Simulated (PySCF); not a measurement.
# Sn(SiH3)Me3: geometry, NMR shifts and electronic excitations

What NMR shifts and electronic excitations should Sn(SiH3)Me3 (`[CH3][Sn]([CH3])([CH3])[SiH3]`) show?

Computed with PySCF 2.14.0, with density-fitted response routines of our own, on a single molecule in the gas phase. Atoms are numbered from 0 throughout.

## (1) The starting structure

17 atoms, charge 0, multiplicity 1; geometry from: GFN2-xTB. The atoms were then displaced at random by about 0.03 Å, so the start is not that level's minimum.

Bonds of the start (Å): Sn0–Si1 2.54, Sn0–C5 2.15, Sn0–C9 2.28, Sn0–C13 2.19, Si1–H2 1.44, Si1–H3 1.49, Si1–H4 1.44, C5–H6 1.08, C5–H7 1.11, C5–H8 1.10, C9–H10 1.09, C9–H11 1.10, C9–H12 1.15, C13–H14 1.05, C13–H15 1.08, C13–H16 1.11.

## (2) Optimising the geometry at PBE0-D3(BJ)/def2-SVP

Job settings and geometry (Å):

```
{"job": {"xc": "PBE0", "basis": "def2-SVP", "d3": "d3bj", "grid": 1, "maxiter": 40, "shake": 0.03, "kind": "geom"}, "charge": 0, "multiplicity": 1}
Sn     0.060300    -0.077380     0.009720
Si    -0.014410    -0.032970     2.546110
H      0.726690     1.090790     3.043630
H      0.680980    -1.257330     3.038430
H     -1.368910     0.073190     3.030440
C      2.013750     0.022880    -0.873200
H      2.003500    -0.089050    -1.944230
H      2.660080    -0.802180    -0.500290
H      2.539360     0.946590    -0.571840
C     -1.022970     1.755040    -0.817010
H     -0.918020     1.777210    -1.897470
H     -0.586750     2.682350    -0.419950
H     -2.161190     1.770800    -0.657700
C     -1.064020    -1.741660    -0.853650
H     -2.032280    -1.887850    -0.480620
H     -0.468620    -2.617840    -0.634270
H     -1.076020    -1.613180    -1.957840
```

On the command line:

```bash
$ OMP_NUM_THREADS=1 python probes_run.py task.json out
```

One launch serves the whole session: the jobs run in the order shown.

**Question.** This job is followed by: GIAO PBE0/pcSseg-1 Sn:def2-TZVP NMR shielding, non-relativistic, gas phase; TDDFT B3LYP/def2-SVPD, vertical, gas phase, core orbitals frozen in the response; GIAO wB97X-D/pcSseg-1 Sn:def2-TZVP NMR shielding, non-relativistic, gas phase. Predict these results of the whole session: point group; rotational constants (main isotopes); ¹³C shifts against TMS (PBE0/def2-TZVP+pcSseg-1, means over atoms taken as alike); ¹H shifts against TMS (PBE0/def2-TZVP+pcSseg-1, means over atoms taken as alike); ²⁹Si shifts against TMS (PBE0/def2-TZVP+pcSseg-1); surface potential, 1st and 99th percentile; lowest singlet (B3LYP/def2-SVPD); brightest single state of those computed; lowest triplet; range of the shift of C5.

**Answer**, as computed:

| quantity | value |
| --- | --- |
| point group | C3 |
| rotational constants (main isotopes) | 2.40, 1.49, 1.48 GHz |
| ¹³C shifts against TMS (PBE0/def2-TZVP+pcSseg-1, means over atoms taken as alike) | -6.7 ppm |
| ¹H shifts against TMS (PBE0/def2-TZVP+pcSseg-1, means over atoms taken as alike) | 3.41, 0.15 ppm |
| ²⁹Si shifts against TMS (PBE0/def2-TZVP+pcSseg-1) | -111.1 ppm |
| surface potential, 1st and 99th percentile | -0.22 V and 0.81 V |
| lowest singlet (B3LYP/def2-SVPD) | 6.26 eV (198 nm), f = 0.070 |
| brightest single state of those computed | state 10, 7.11 eV, f = 0.136 |
| lowest triplet | 5.80 eV |
| range of the shift of C5 | -7.7 to -6.7 ppm |

What this shows: The start was shaken at random, so part of the energy gained undoes that. Over 7 steps the energy fell by 0.405 eV; of the close pairs, Sn0–C9 changed most, 2.284 to 2.159 Å. At PBE0/def2-TZVP+pcSseg-1: The widest tensor belongs to Si1: span 18 ppm, with a paramagnetic part of -418 ppm. The first singlet state (HOMO→LUMO 0.98) lies at 6.26 eV and is bright; of the 10 states computed, the strongest absorption comes from states 4 to 5 together at 6.77 eV (the last state computed is bright too, and its partners may lie past the list). The lowest triplet lies 0.46 eV below the lowest singlet (triplets in Tamm-Dancoff, singlets in full TDDFT). Spin-orbit coupling, left out, mixes singlets and triplets in elements this heavy. Across the 2 runs the shift of C5 (with its like atoms) moves most, between -7.7 (wB97X-D/def2-TZVP+pcSseg-1) and -6.7 ppm (PBE0/def2-TZVP+pcSseg-1). Spin-orbit coupling is left out, which matters for shieldings and couplings at and beside the heavy atoms.
